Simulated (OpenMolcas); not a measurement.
# Ni⁴⁺ among point charges: CASSCF and CASPT2 levels and susceptibility, part 2 of 2

How does a field of 5 point charges split the states of Ni⁴⁺, and what χT follows?

OpenMolcas 26.06; ANO-RCC-VTZP, DKH2, active space 6 electrons in 5 orbitals (3d), orbitals: per spin and parity. Surroundings: 5 point charges of -2.6 e arranged as a trigonal bipyramid (D3h), 1.93 Å from the ion, with the axial distance 2.007 Å. The steps go on from the part before.

**7. CASPT2: IPEA 0.25, imaginary shift 0.1 (closed shells correlated: 3s 3p)**

a.inp reads:

```
>>> COPY JOB001 $Project.JobIph
&CASPT2
Multistate=5 1 2 3 4 5
NoMult
Frozen=5
IPEA=0.25
Imaginary=0.1
MaxIter=60
WThr=0.0 0.3 0.05
PrWF=0.5
NoMix
>>> COPY JOB002 $Project.JobIph
&CASPT2
Multistate=45 1 2 3 4 5 6 7 8 9 10 11 12 13 14 15 16 17 18 19 20 21 22
23 24 25 26 27 28 29 30 31 32 33 34 35 36 37 38 39 40 41 42 43 44 45
NoMult
Frozen=5
IPEA=0.25
Imaginary=0.1
MaxIter=60
WThr=0.0 0.3 0.05
PrWF=0.5
NoMix
>>> COPY JOB003 $Project.JobIph
&CASPT2
Multistate=50 1 2 3 4 5 6 7 8 9 10 11 12 13 14 15 16 17 18 19 20 21 22
23 24 25 26 27 28 29 30 31 32 33 34 35 36 37 38 39 40 41 42 43 44 45 46
47 48 49 50
NoMult
Frozen=5
IPEA=0.25
Imaginary=0.1
MaxIter=60
WThr=0.0 0.3 0.05
PrWF=0.5
NoMix
```

Standard output:

```text
Orbital specifications:
      -----------------------

      Symmetry species                           1
                                                 a
      Frozen orbitals                            5
      Inactive orbitals                          4
      Active orbitals                            5
      Secondary orbitals                        45
      Deleted orbitals                           0
      Number of basis functions                 59
Type of calculation                        SS-CASPT2
      Fock operator                              state-specific
      IPEA shift                                 0.25
      Real shift                                 0.00
      Imaginary shift                            0.10
      The input orbitals will be transformed to quasi-canonical
Reference energy:       -1529.1062638303
      E2 (Non-variational):      -0.4570497551
      Shift correction:          -0.0000457392
      E2 (Variational):          -0.4570954944
      Total energy:           -1529.5633593246
      Residual norm:              0.0000005723
      Reference weight:           0.96092
      Contributions to the CASPT2 correlation energy
      Active & Virtual Only:         -0.1241812998
      One Inactive Excited:          -0.2338771217
      Two Inactive Excited:          -0.0989913336
Reference energy:       -1529.1062638300
      E2 (Non-variational):      -0.4567319597
      Shift correction:          -0.0000455129
      E2 (Variational):          -0.4567774726
      Total energy:           -1529.5630413026
      Residual norm:              0.0000005709
      Reference weight:           0.96100
      Contributions to the CASPT2 correlation energy
      Active & Virtual Only:         -0.1241057581
      One Inactive Excited:          -0.2337744689
      Two Inactive Excited:          -0.0988517326
::    CASPT2 Root  1     Total energy:  -1529.56335932
::    CASPT2 Root  2     Total energy:  -1529.56304130
::    CASPT2 Root  3     Total energy:  -1529.56194067
::    CASPT2 Root  4     Total energy:  -1529.56194067
::    CASPT2 Root  5     Total energy:  -1529.55025261
Orbital specifications:
      -----------------------

      Symmetry species                           1
                                                 a
      Frozen orbitals                            5
      Inactive orbitals                          4
      Active orbitals                            5
      Secondary orbitals                        45
      Deleted orbitals                           0
      Number of basis functions                 59
Type of calculation                        SS-CASPT2
      Fock operator                              state-specific
      IPEA shift                                 0.25
      Real shift                                 0.00
      Imaginary shift                            0.10
      The input orbitals will be transformed to quasi-canonical
Reference energy:       -1528.9770258455
      E2 (Non-variational):      -0.4632273104
      Shift correction:          -0.0000449384
      E2 (Variational):          -0.4632722488
      Total energy:           -1529.4402980943
      Residual norm:              0.0000001555
      Reference weight:           0.96068
      Contributions to the CASPT2 correlation energy
      Active & Virtual Only:         -0.1256800525
      One Inactive Excited:          -0.2436788173
      Two Inactive Excited:          -0.0938684406
Reference energy:       -1528.9747753340
      E2 (Non-variational):      -0.4649654898
      Shift correction:          -0.0000456115
      E2 (Variational):          -0.4650111013
      Total energy:           -1529.4397864353
      Residual norm:              0.0000002150
      Reference weight:           0.96030
      Contributions to the CASPT2 correlation energy
      Active & Virtual Only:         -0.1260310327
      One Inactive Excited:          -0.2459625698
      Two Inactive Excited:          -0.0929718873
::    CASPT2 Root  1     Total energy:  -1529.44029809
::    CASPT2 Root  2     Total energy:  -1529.43978644
::    CASPT2 Root  3     Total energy:  -1529.43978862
::    CASPT2 Root  4     Total energy:  -1529.43825034
::    CASPT2 Root  5     Total energy:  -1529.43825029
::    CASPT2 Root  6     Total energy:  -1529.43607091
::    CASPT2 Root  7     Total energy:  -1529.43607789
::    CASPT2 Root  8     Total energy:  -1529.43790266
::    CASPT2 Root  9     Total energy:  -1529.43788822
::    CASPT2 Root 10     Total energy:  -1529.43324680
::    CASPT2 Root 11     Total energy:  -1529.43325058
::    CASPT2 Root 12     Total energy:  -1529.43832265
::    CASPT2 Root 13     Total energy:  -1529.43746831
::    CASPT2 Root 14     Total energy:  -1529.43746757
::    CASPT2 Root 15     Total energy:  -1529.42675487
::    CASPT2 Root 16     Total energy:  -1529.42675480
::    CASPT2 Root 17     Total energy:  -1529.42409164
::    CASPT2 Root 18     Total energy:  -1529.42408420
::    CASPT2 Root 19     Total energy:  -1529.42439281
::    CASPT2 Root 20     Total energy:  -1529.42456982
::    CASPT2 Root 21     Total energy:  -1529.42564778
::    CASPT2 Root 22     Total energy:  -1529.41226560
::    CASPT2 Root 23     Total energy:  -1529.41224569
::    CASPT2 Root 24     Total energy:  -1529.41020866
::    CASPT2 Root 25     Total energy:  -1529.41020934
::    CASPT2 Root 26     Total energy:  -1529.40543140
::    CASPT2 Root 27     Total energy:  -1529.40543146
::    CASPT2 Root 28     Total energy:  -1529.40557075
::    CASPT2 Root 29     Total energy:  -1529.40518425
::    CASPT2 Root 30     Total energy:  -1529.40517480
Orbital specifications:
      -----------------------

      Symmetry species                           1
                                                 a
      Frozen orbitals                            5
      Inactive orbitals                          4
      Active orbitals                            5
      Secondary orbitals                        45
      Deleted orbitals                           0
      Number of basis functions                 59
Type of calculation                        SS-CASPT2
      Fock operator                              state-specific
      IPEA shift                                 0.25
      Real shift                                 0.00
      Imaginary shift                            0.10
      The input orbitals will be transformed to quasi-canonical
Reference energy:       -1528.9119571982
      E2 (Non-variational):      -0.4636580240
      Shift correction:          -0.0000434520
      E2 (Variational):          -0.4637014760
      Total energy:           -1529.3756586743
      Residual norm:              0.0000000909
      Reference weight:           0.96105
      Contributions to the CASPT2 correlation energy
      Active & Virtual Only:         -0.1260075234
      One Inactive Excited:          -0.2457230032
      Two Inactive Excited:          -0.0919274975
Reference energy:       -1528.9119571982
      E2 (Non-variational):      -0.4636965544
      Shift correction:          -0.0000434629
      E2 (Variational):          -0.4637400173
      Total energy:           -1529.3756972155
      Residual norm:              0.0000000910
      Reference weight:           0.96105
      Contributions to the CASPT2 correlation energy
      Active & Virtual Only:         -0.1260162906
      One Inactive Excited:          -0.2457527662
      Two Inactive Excited:          -0.0919274977
::    CASPT2 Root  1     Total energy:  -1529.37565867
::    CASPT2 Root  2     Total energy:  -1529.37569722
::    CASPT2 Root  3     Total energy:  -1529.37684239
::    CASPT2 Root  4     Total energy:  -1529.37683031
::    CASPT2 Root  5     Total energy:  -1529.37742931
::    CASPT2 Root  6     Total energy:  -1529.37457397
::    CASPT2 Root  7     Total energy:  -1529.37457473
::    CASPT2 Root  8     Total energy:  -1529.37307695
::    CASPT2 Root  9     Total energy:  -1529.37310391
::    CASPT2 Root 10     Total energy:  -1529.37597589
::    CASPT2 Root 11     Total energy:  -1529.37595362
::    CASPT2 Root 12     Total energy:  -1529.37150132
::    CASPT2 Root 13     Total energy:  -1529.37149875
::    CASPT2 Root 14     Total energy:  -1529.36268611
::    CASPT2 Root 15     Total energy:  -1529.36283000
::    CASPT2 Root 16     Total energy:  -1529.36741798
::    CASPT2 Root 17     Total energy:  -1529.36781044
::    CASPT2 Root 18     Total energy:  -1529.36780906
::    CASPT2 Root 19     Total energy:  -1529.36382786
::    CASPT2 Root 20     Total energy:  -1529.36377808
::    CASPT2 Root 21     Total energy:  -1529.36055144
::    CASPT2 Root 22     Total energy:  -1529.36052938
::    CASPT2 Root 23     Total energy:  -1529.34320370
::    CASPT2 Root 24     Total energy:  -1529.34247314
::    CASPT2 Root 25     Total energy:  -1529.34247320
::    CASPT2 Root 26     Total energy:  -1529.33474559
::    CASPT2 Root 27     Total energy:  -1529.33479319
::    CASPT2 Root 28     Total energy:  -1529.33249941
::    CASPT2 Root 29     Total energy:  -1529.29888527
::    CASPT2 Root 30     Total energy:  -1529.29694812
```

This run took 21 s in all on 1 thread of Arm Neoverse V1, shared host.

SS-CASPT2: lowest energy less the reference's lowest, -0.4569 hartree; reference weights 0.950 to 0.961.

States without spin-orbit coupling:

| state | degeneracy | E (cm-1) | free-ion L (%) |
| --- | --- | --- | --- |
| 5E | 2 | 0 | D (100) |
| 5E | 2 | 276 | D (100) |
| 5A1 | 1 | 2842 | D (100) |
| 3A2 | 1 | 26974 | H (92) |
| 3E | 2 | 27086 | H (97) |
| 3A2 | 1 | 27407 | P (58) |
| 3E | 2 | 27423 | H (100) |
| 3A2 | 1 | 27500 | H (84) |
| 3A1 | 1 | 27503 | H (84) |
| 3E | 2 | 27595 | P (89) |
| 3E | 2 | 27901 | H (98) |
| 3E | 2 | 28521 | H (97) |
| 3E | 2 | 29946 | F (92) |
| 3A2 | 1 | 30189 | F (62) |
| 3E | 2 | 30445 | F (97) |
| 3A2 | 1 | 30531 | F (81) |
| 3A1 | 1 | 30532 | F (81) |
| 3A1 | 1 | 33126 | G (94) |
| 3A2 | 1 | 33131 | G (94) |
| 3E | 2 | 33578 | G (99) |
| 3A1 | 1 | 34596 | G (98) |
| 3E | 2 | 34626 | G (94) |
| 3E | 2 | 34682 | G (97) |
| 1A1 | 1 | 40772 | I (68) |

With spin-orbit coupling:

```csv
E (cm-1),Degeneracy,Label,2S+1,g
0,2,E,5,0.00 0.00 12.00
120,2,,5,0.00 0.00 8.69
320,2,E,5,0.00 0.00 5.06
580,2,E,5,0.00 0.00 1.42
820,1,A1,5,
1010,2,,5,0.00 0.00 9.31
1060,1,A2,5,
1320,2,E,5,0.00 0.00 5.01
1390,2,E,5,0.00 0.00 5.01
1620,2,E,5,0.00 0.00 1.59
1790,1,A1,5,
1880,1,A2,5,
3760,2,E,5,0.00 0.00 7.94
3890,2,E,5,0.00 0.00 3.98
3930,1,A1,5,
27200,1,A1,3,
27230,2,E,3,0.00 0.00 3.09
27250,2,E,3,0.00 0.00 6.00
27550,1,A1,3,
27600,2,E,3,0.00 0.00 2.89
27770,2,E,3,0.00 0.00 5.77
27790,2,E,3,0.00 0.00 9.90
27860,2,,3,0.00 0.00 13.99
27940,1,A2,3,
```

Powder χT (cm³ K/mol): 4.53 at 2 K, 4.58 at 5 K, 4.65 at 10 K, 4.79 at 20 K, 5.13 at 50 K, 5.35 at 100 K, 5.42 at 150 K, 5.46 at 200 K, 5.47 at 250 K, 5.46 at 300 K.

**8. The methods side by side**

A. CASSCF
B. SS-CASPT2, IPEA 0.25, imaginary shift 0.1 (closed shells correlated: 3s 3p)

| method | ground state | first state of that spin (cm-1) | first gap with spin-orbit (cm-1) | χT at 300 K |
| --- | --- | --- | --- | --- |
| A | 5E | 5E 257.5 | 110.6 | 5.46 |
| B | 5E | 5E 276.5 | 116.6 | 5.46 |

**9. Outcome**

This closing draws on all 2 parts.

| quantity | value |
| --- | --- |
| method | SS-CASPT2, IPEA 0.25, imaginary shift 0.1 (closed shells correlated: 3s 3p) |
| spin-free ground state | 5E, 2-fold in its orbital part |
| first state of the same spin within the active space | 5E at 276 cm⁻¹ |
| lowest level | 2-fold E, g = 0.00, 0.00, 12.00 |
| next level | 116.6 cm⁻¹ |
| χT at 300 K | 5.46 cm³ K/mol |
| effective moment at 300 K | 6.61 μB |

Cost by method:

| method | time of its own steps | time with the reference |
| --- | --- | --- |
| A. CASSCF | 25 s | 25 s |
| B. SS-CASPT2, IPEA 0.25, imaginary shift 0.1, +3s 3p | 21 s | 46 s |

Times are of one thread on a shared host.

In words: The spin-free ground state (5E) comes to 100 % from free-ion D terms and keeps the highest spin of the shell. χT at 300 K is 5.46, against 3.01 cm³ K/mol for the spin alone, so orbital moment adds to it. An active space of the d shell alone favours high spin; real ions in strong fields can be low spin. CASPT2 does not keep the components of a term degenerate, and the means are used. The field of point charges can differ much from that of real complexes. With metal d orbitals alone active, the gaps between spin states are rough; where two lie within a few thousand cm-1, their order is open. Point charges carry no covalency, so the field is a model and not that of real ligands.
